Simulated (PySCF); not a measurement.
**A gas-phase reaction: H4OSi + N2O → H4O2Si + N2**

Aim: the reaction energy of `O[SiH3]` + `[N-]=[N+]=O` → `O[SiH2]O` + `N#N`.

Computed with PySCF 2.14.0; each step states its level. No surroundings beyond the atoms listed, unless a continuum is named. Atoms count from 0, parts from 1.

### Step 1. The system as given

Each species was relaxed by itself at PBE0-D3(BJ)/def2-SVPD.

### Step 2. Energies of the species: wB97M-D3(BJ)/def2-TZVPD

The job: settings as JSON, then the geometry in Å.

```
{"job": {"kind": "react", "xc": "wB97M-D3(BJ)", "basis": "def2-TZVPD"}, "charge": 0, "multiplicity": 1}
-1 H4OSi charge 0 multiplicity 1
O      1.243860    -0.267860    -0.125260
Si    -0.341080     0.207460     0.154690
H      1.416880    -0.849300    -0.868420
H     -0.891720     0.963240    -1.010910
H     -1.220730    -0.972160     0.415290
H     -0.286760     1.082650     1.355020

-1 N2O charge 0 multiplicity 1
N      1.146480    -0.024470    -0.016680
N      0.021780    -0.010520    -0.014020
O     -1.155010     0.004090    -0.011240

+1 H4O2Si charge 0 multiplicity 1
O      1.187610    -0.739320    -0.754240
Si     0.259770     0.197510     0.255270
O     -1.220170     0.446880    -0.480870
H      0.848710    -1.598040    -1.017080
H      1.021530     1.461900     0.413080
H      0.025020    -0.464530     1.574060
H     -1.969540     0.690700     0.066130

+1 N2 charge 0 multiplicity 1
N      0.529600     0.114060     0.087300
N     -0.529610    -0.114060    -0.087300
```

Level: wB97M-D3(BJ)/def2-TZVPD reaction energy of separated species, gas phase.

Command:

```sh
> OMP_NUM_THREADS=1 python cluster_run.py task.json out
```

This one command runs all jobs of the session in turn.

Standard output:

```text
species 1 (H4OSi)
coarse grid: 21480 points
cycle   1  E = -367.1688082512  dE = -1.047e-01  |g| = 6.541e-01  |ddm| = 1.653e+00
cycle   2  E = -367.1468370060  dE =  2.197e-02  |g| = 7.799e-01  |ddm| = 6.950e-01
cycle   3  E = -367.2484965743  dE = -1.017e-01  |g| = 3.328e-02  |ddm| = 3.547e-01
cycle   4  E = -367.2487622107  dE = -2.656e-04  |g| = 9.089e-03  |ddm| = 3.783e-02
cycle   5  E = -367.2487836326  dE = -2.142e-05  |g| = 1.523e-03  |ddm| = 1.273e-02
cycle   6  E = -367.2487844673  dE = -8.347e-07  |g| = 3.489e-04  |ddm| = 2.908e-03
final grid: 44624 points
cycle   7  E = -367.2487560771  dE = -6.909e-08  |g| = 1.254e-04  |ddm| = 1.332e-03
cycle   8  E = -367.2487560836  dE = -6.428e-09  |g| = 5.202e-05  |ddm| = 2.182e-04
cycle   9  E = -367.2487560843  dE = -7.636e-10  |g| = 1.394e-05  |ddm| = 5.641e-05
converged SCF energy = -367.2487560843

species 2 (N2O)
coarse grid: 15424 points
cycle   1  E = -184.6618537039  dE =  6.983e-01  |g| = 8.261e-01  |ddm| = 1.717e+00
cycle   2  E = -184.5841269443  dE =  7.773e-02  |g| = 1.134e+00  |ddm| = 9.885e-01
cycle   3  E = -184.7852498303  dE = -2.011e-01  |g| = 1.175e-01  |ddm| = 4.952e-01
cycle   4  E = -184.7864128012  dE = -1.163e-03  |g| = 8.425e-02  |ddm| = 1.014e-01
cycle   5  E = -184.7877141800  dE = -1.301e-03  |g| = 1.003e-02  |ddm| = 4.527e-02
cycle   6  E = -184.7877344816  dE = -2.030e-05  |g| = 1.578e-03  |ddm| = 1.117e-02
cycle   7  E = -184.7877353733  dE = -8.916e-07  |g| = 4.463e-04  |ddm| = 4.009e-03
final grid: 33192 points
cycle   8  E = -184.7877165141  dE = -2.519e-08  |g| = 5.813e-04  |ddm| = 1.926e-03
cycle   9  E = -184.7877163694  dE =  1.447e-07  |g| = 1.087e-03  |ddm| = 7.542e-04
cycle  10  E = -184.7877165852  dE = -2.157e-07  |g| = 4.351e-05  |ddm| = 5.312e-04
cycle  11  E = -184.7877165857  dE = -5.350e-10  |g| = 2.680e-05  |ddm| = 9.344e-05
converged SCF energy = -184.7877165857

species 3 (H4O2Si)
coarse grid: 26664 points
cycle   1  E = -442.4400050486  dE =  1.441e-01  |g| = 8.960e-01  |ddm| = 1.861e+00
cycle   2  E = -442.4089039213  dE =  3.110e-02  |g| = 1.039e+00  |ddm| = 9.858e-01
cycle   3  E = -442.5865012659  dE = -1.776e-01  |g| = 3.827e-02  |ddm| = 5.004e-01
cycle   4  E = -442.5868620933  dE = -3.608e-04  |g| = 1.037e-02  |ddm| = 4.846e-02
cycle   5  E = -442.5868904786  dE = -2.839e-05  |g| = 3.907e-03  |ddm| = 1.429e-02
cycle   6  E = -442.5868929945  dE = -2.516e-06  |g| = 1.934e-03  |ddm| = 3.703e-03
final grid: 55832 points
cycle   7  E = -442.5868711557  dE =  4.977e-09  |g| = 2.213e-03  |ddm| = 3.039e-03
cycle   8  E = -442.5868708528  dE =  3.029e-07  |g| = 2.633e-03  |ddm| = 2.109e-03
cycle   9  E = -442.5868719422  dE = -1.089e-06  |g| = 3.595e-05  |ddm| = 1.110e-03
cycle  10  E = -442.5868719434  dE = -1.269e-09  |g| = 1.155e-05  |ddm| = 1.035e-04
cycle  11  E = -442.5868719435  dE = -4.491e-11  |g| = 5.020e-06  |ddm| = 1.267e-05
converged SCF energy = -442.5868719435

species 4 (N2)
coarse grid: 10240 points
cycle   1  E = -109.6045716533  dE =  4.458e-02  |g| = 1.682e-01  |ddm| = 1.300e+00
cycle   2  E = -109.6103824013  dE = -5.811e-03  |g| = 7.387e-02  |ddm| = 1.523e-01
cycle   3  E = -109.6112828357  dE = -9.004e-04  |g| = 6.548e-03  |ddm| = 4.575e-02
cycle   4  E = -109.6112970195  dE = -1.418e-05  |g| = 1.069e-03  |ddm| = 1.769e-02
cycle   5  E = -109.6112974998  dE = -4.803e-07  |g| = 2.349e-04  |ddm| = 1.190e-03
final grid: 21984 points
cycle   6  E = -109.6112974625  dE = -3.482e-08  |g| = 8.004e-05  |ddm| = 5.806e-04
cycle   7  E = -109.6112974653  dE = -2.808e-09  |g| = 3.070e-05  |ddm| = 1.409e-04
cycle   8  E = -109.6112974656  dE = -2.837e-10  |g| = 8.409e-06  |ddm| = 5.215e-05
converged SCF energy = -109.6112974656

Reaction energy = -101.610 kcal/mol
```

Run time: 11 s. Hardware: 1 thread of Arm Neoverse V2, shared host; peak memory 0.57 GiB.

Species by species (with the dispersion term, which the log's SCF energies lack):

```tsv
ν	species	energy (Eh)	HOMO (eV)
-1	O[SiH3]	-367.25264	-11.19
-1	[N-]=[N+]=O	-184.78947	-12.17
+1	O[SiH2]O	-442.59200	-11.05
+1	N#N	-109.61204	-14.89
```

### Step 3. Energies of the species: PBE0-D3(BJ)/def2-TZVPD

Settings changed since step 2:

```diff
@@ -1,2 +1,2 @@
-{"job": {"kind": "react", "xc": "wB97M-D3(BJ)", "basis": "def2-TZVPD"}, "charge": 0, "multiplicity": 1}
+{"job": {"kind": "react", "xc": "PBE0", "basis": "def2-TZVPD", "disp": "d3bj"}, "charge": 0, "multiplicity": 1}
 -1 H4OSi charge 0 multiplicity 1
```

Method: PBE0-D3(BJ)/def2-TZVPD reaction energy of separated species, gas phase.

Standard output:

```text
species 1 (H4OSi)
coarse grid: 5192 points
cycle   1  E = -366.9025106347  dE = -4.116e-02  |g| = 7.018e-01  |ddm| = 1.657e+00
cycle   2  E = -366.7142194045  dE =  1.883e-01  |g| = 1.213e+00  |ddm| = 9.229e-01
cycle   3  E = -366.9887996768  dE = -2.746e-01  |g| = 5.294e-02  |ddm| = 6.169e-01
cycle   4  E = -366.9894000798  dE = -6.004e-04  |g| = 1.057e-02  |ddm| = 4.171e-02
cycle   5  E = -366.9894180252  dE = -1.795e-05  |g| = 1.261e-03  |ddm| = 7.509e-03
cycle   6  E = -366.9894184570  dE = -4.318e-07  |g| = 2.330e-04  |ddm| = 1.545e-03
final grid: 44624 points
cycle   7  E = -366.9884014549  dE = -1.240e-05  |g| = 3.294e-03  |ddm| = 1.547e-02
cycle   8  E = -366.9883989771  dE =  2.478e-06  |g| = 4.932e-03  |ddm| = 3.805e-03
cycle   9  E = -366.9884030900  dE = -4.113e-06  |g| = 3.120e-04  |ddm| = 2.386e-03
cycle  10  E = -366.9884031053  dE = -1.531e-08  |g| = 4.321e-05  |ddm| = 1.912e-04
cycle  11  E = -366.9884031056  dE = -2.582e-10  |g| = 6.365e-06  |ddm| = 3.386e-05
converged SCF energy = -366.9884031056

species 2 (N2O)
coarse grid: 3216 points
cycle   1  E = -184.4535269888  dE =  7.159e-01  |g| = 7.390e-01  |ddm| = 1.711e+00
cycle   2  E = -184.1503980114  dE =  3.031e-01  |g| = 1.537e+00  |ddm| = 1.024e+00
cycle   3  E = -184.5235205250  dE = -3.731e-01  |g| = 3.651e-01  |ddm| = 7.202e-01
cycle   4  E = -184.5487819631  dE = -2.526e-02  |g| = 9.413e-02  |ddm| = 2.242e-01
cycle   5  E = -184.5504289332  dE = -1.647e-03  |g| = 6.997e-03  |ddm| = 4.642e-02
cycle   6  E = -184.5504360503  dE = -7.117e-06  |g| = 2.067e-03  |ddm| = 4.688e-03
final grid: 33192 points
cycle   7  E = -184.5460661444  dE =  2.288e-05  |g| = 1.443e-02  |ddm| = 4.927e-02
cycle   8  E = -184.5457696768  dE =  2.965e-04  |g| = 4.137e-02  |ddm| = 2.670e-02
cycle   9  E = -184.5461039297  dE = -3.343e-04  |g| = 2.921e-03  |ddm| = 2.052e-02
cycle  10  E = -184.5461054390  dE = -1.509e-06  |g| = 4.855e-04  |ddm| = 1.401e-03
cycle  11  E = -184.5461054765  dE = -3.755e-08  |g| = 8.087e-05  |ddm| = 2.520e-04
cycle  12  E = -184.5461054780  dE = -1.419e-09  |g| = 1.161e-05  |ddm| = 7.083e-05
cycle  13  E = -184.5461054780  dE = -2.944e-11  |g| = 5.727e-07  |ddm| = 7.496e-06
converged SCF energy = -184.5461054780

species 3 (H4O2Si)
coarse grid: 6280 points
cycle   1  E = -442.0684061611  dE =  2.182e-01  |g| = 9.685e-01  |ddm| = 1.924e+00
cycle   2  E = -441.7584489050  dE =  3.100e-01  |g| = 1.605e+00  |ddm| = 1.327e+00
cycle   3  E = -442.2314915217  dE = -4.730e-01  |g| = 6.278e-02  |ddm| = 8.653e-01
cycle   4  E = -442.2323194382  dE = -8.279e-04  |g| = 1.692e-02  |ddm| = 5.070e-02
cycle   5  E = -442.2323542003  dE = -3.476e-05  |g| = 1.058e-02  |ddm| = 1.420e-02
cycle   6  E = -442.2323731905  dE = -1.899e-05  |g| = 1.319e-03  |ddm| = 5.428e-03
cycle   7  E = -442.2323735151  dE = -3.246e-07  |g| = 2.995e-04  |ddm| = 1.092e-03
final grid: 55832 points
cycle   8  E = -442.2308798984  dE = -2.204e-05  |g| = 4.772e-03  |ddm| = 2.155e-02
cycle   9  E = -442.2308750909  dE =  4.808e-06  |g| = 7.022e-03  |ddm| = 5.749e-03
cycle  10  E = -442.2308833429  dE = -8.252e-06  |g| = 3.389e-04  |ddm| = 3.504e-03
cycle  11  E = -442.2308833618  dE = -1.891e-08  |g| = 4.910e-05  |ddm| = 1.976e-04
cycle  12  E = -442.2308833621  dE = -2.731e-10  |g| = 2.947e-05  |ddm| = 4.086e-05
converged SCF energy = -442.2308833621

species 4 (N2)
coarse grid: 2128 points
cycle   1  E = -109.4495525299  dE =  1.300e-01  |g| = 1.031e-01  |ddm| = 1.274e+00
cycle   2  E = -109.4509859803  dE = -1.433e-03  |g| = 4.735e-02  |ddm| = 1.021e-01
cycle   3  E = -109.4514084237  dE = -4.224e-04  |g| = 9.135e-03  |ddm| = 3.530e-02
cycle   4  E = -109.4514251091  dE = -1.669e-05  |g| = 5.122e-04  |ddm| = 5.403e-03
cycle   5  E = -109.4514251562  dE = -4.712e-08  |g| = 7.834e-05  |ddm| = 4.376e-04
final grid: 21984 points
cycle   6  E = -109.4466157674  dE = -6.516e-06  |g| = 2.541e-03  |ddm| = 6.337e-02
cycle   7  E = -109.4466164261  dE = -6.587e-07  |g| = 1.596e-03  |ddm| = 2.766e-03
cycle   8  E = -109.4466169328  dE = -5.067e-07  |g| = 4.393e-05  |ddm| = 9.882e-04
cycle   9  E = -109.4466169331  dE = -3.841e-10  |g| = 4.638e-06  |ddm| = 5.229e-05
converged SCF energy = -109.4466169331

Reaction energy = -89.922 kcal/mol
```

It took 4.8 s on 1 thread of Arm Neoverse V2, shared host; peak memory 0.55 GiB.

Reaction energy at this level: -89.92 kcal/mol.

### Step 4. Energies of the species: MP2/def2-TZVPD

Settings changed since step 3:

```diff
@@ -1,2 +1,2 @@
-{"job": {"kind": "react", "xc": "PBE0", "basis": "def2-TZVPD", "disp": "d3bj"}, "charge": 0, "multiplicity": 1}
+{"job": {"kind": "react", "xc": "MP2", "basis": "def2-TZVPD"}, "charge": 0, "multiplicity": 1}
 -1 H4OSi charge 0 multiplicity 1
```

With the program's defaults for keys left out, this is: MP2/def2-TZVPD reaction energy of separated species, gas phase.

Standard output:

```text
species 1 (H4OSi)
final grid: 44624 points
cycle   1  E = -366.1490665611  dE = -2.082e-01  |g| = 5.094e-01  |ddm| = 1.609e+00
cycle   2  E = -366.1899524384  dE = -4.089e-02  |g| = 3.206e-01  |ddm| = 4.181e-01
cycle   3  E = -366.2073461917  dE = -1.739e-02  |g| = 4.203e-02  |ddm| = 1.600e-01
cycle   4  E = -366.2079616422  dE = -6.155e-04  |g| = 7.725e-03  |ddm| = 4.691e-02
cycle   5  E = -366.2079888556  dE = -2.721e-05  |g| = 1.418e-03  |ddm| = 1.248e-02
cycle   6  E = -366.2079900934  dE = -1.238e-06  |g| = 3.822e-04  |ddm| = 2.859e-03
cycle   7  E = -366.2079901923  dE = -9.889e-08  |g| = 9.913e-05  |ddm| = 6.815e-04
cycle   8  E = -366.2079901991  dE = -6.838e-09  |g| = 2.234e-05  |ddm| = 2.090e-04
cycle   9  E = -366.2079901994  dE = -3.325e-10  |g| = 4.458e-06  |ddm| = 4.975e-05
converged SCF energy = -366.2079901994

species 2 (N2O)
final grid: 33192 points
cycle   1  E = -183.6407235422  dE =  7.812e-01  |g| = 7.883e-01  |ddm| = 1.636e+00
cycle   2  E = -183.6997045679  dE = -5.898e-02  |g| = 5.972e-01  |ddm| = 7.870e-01
cycle   3  E = -183.7582055807  dE = -5.850e-02  |g| = 6.196e-02  |ddm| = 2.991e-01
cycle   4  E = -183.7590486554  dE = -8.431e-04  |g| = 1.829e-02  |ddm| = 5.670e-02
cycle   5  E = -183.7591887513  dE = -1.401e-04  |g| = 1.075e-02  |ddm| = 2.987e-02
cycle   6  E = -183.7592141101  dE = -2.536e-05  |g| = 3.404e-03  |ddm| = 1.078e-02
cycle   7  E = -183.7592205136  dE = -6.403e-06  |g| = 1.237e-03  |ddm| = 7.350e-03
cycle   8  E = -183.7592210617  dE = -5.481e-07  |g| = 1.482e-04  |ddm| = 1.882e-03
cycle   9  E = -183.7592210717  dE = -1.005e-08  |g| = 1.728e-05  |ddm| = 3.667e-04
cycle  10  E = -183.7592210718  dE = -1.158e-10  |g| = 4.196e-06  |ddm| = 4.127e-05
converged SCF energy = -183.7592210718

species 3 (H4O2Si)
final grid: 55832 points
cycle   1  E = -441.0732519173  dE =  1.820e-02  |g| = 6.788e-01  |ddm| = 1.819e+00
cycle   2  E = -441.1373866133  dE = -6.413e-02  |g| = 4.221e-01  |ddm| = 5.761e-01
cycle   3  E = -441.1667844589  dE = -2.940e-02  |g| = 4.740e-02  |ddm| = 2.168e-01
cycle   4  E = -441.1674789126  dE = -6.945e-04  |g| = 8.546e-03  |ddm| = 5.605e-02
cycle   5  E = -441.1675094387  dE = -3.053e-05  |g| = 1.648e-03  |ddm| = 1.445e-02
cycle   6  E = -441.1675107823  dE = -1.344e-06  |g| = 6.083e-04  |ddm| = 3.120e-03
cycle   7  E = -441.1675109069  dE = -1.246e-07  |g| = 2.417e-04  |ddm| = 6.137e-04
cycle   8  E = -441.1675109298  dE = -2.289e-08  |g| = 6.060e-05  |ddm| = 2.621e-04
cycle   9  E = -441.1675109318  dE = -1.989e-09  |g| = 1.369e-05  |ddm| = 1.001e-04
cycle  10  E = -441.1675109319  dE = -1.136e-10  |g| = 3.049e-06  |ddm| = 2.795e-05
converged SCF energy = -441.1675109319

species 4 (N2)
final grid: 21984 points
cycle   1  E = -108.9673678114  dE =  4.863e-02  |g| = 2.948e-01  |ddm| = 1.230e+00
cycle   2  E = -108.9868252968  dE = -1.946e-02  |g| = 8.978e-02  |ddm| = 1.852e-01
cycle   3  E = -108.9883097043  dE = -1.484e-03  |g| = 1.594e-02  |ddm| = 6.313e-02
cycle   4  E = -108.9884073193  dE = -9.762e-05  |g| = 1.828e-03  |ddm| = 2.422e-02
cycle   5  E = -108.9884083351  dE = -1.016e-06  |g| = 1.998e-04  |ddm| = 3.068e-03
cycle   6  E = -108.9884083557  dE = -2.059e-08  |g| = 4.401e-05  |ddm| = 4.052e-04
cycle   7  E = -108.9884083567  dE = -1.075e-09  |g| = 4.188e-06  |ddm| = 7.048e-05
cycle   8  E = -108.9884083567  dE = -7.617e-12  |g| = 2.888e-07  |ddm| = 1.755e-05
converged SCF energy = -108.9884083567

Reaction energy = -98.002 kcal/mol
```

Wall time 2.2 s (1 thread of Arm Neoverse V2, shared host); peak memory 0.4 GiB.

Reaction energy at this level: -98.00 kcal/mol.

### Step 5. Side by side

Energies in kcal/mol, with wall time:

```tsv
run	reaction	time
wB97M-D3(BJ)/def2-TZVPD	-101.6	11 s
PBE0-D3(BJ)/def2-TZVPD	-89.92	4.8 s
MP2/def2-TZVPD	-98.00	2.2 s
```

### Step 6. Results

| quantity | value |
| --- | --- |
| reaction energy (wB97M-D3(BJ)/def2-TZVPD) | -101.6 kcal/mol |
| ΔH, ΔG at 298 K (xTB thermal terms) | -101.1, -101.6 kcal/mol |
| range of the reaction energy over the runs of this table | -101.6 to -89.92 kcal/mol |

What this shows: The reaction is exothermic by 101.1 kcal/mol in the gas phase; dispersion gives -0.14, and xTB itself gave -23.33 for the electronic energy (xTB energies and thermal terms come from the earlier relaxation of each species, not shown). No barrier was sought. xTB and this level differ widely in the electronic energy, so what comes from xTB (the thermal terms above all) is less safe here. The reaction energy runs from -101.6 (wB97M-D3(BJ)/def2-TZVPD) to -89.92 kcal/mol (PBE0-D3(BJ)/def2-TZVPD).
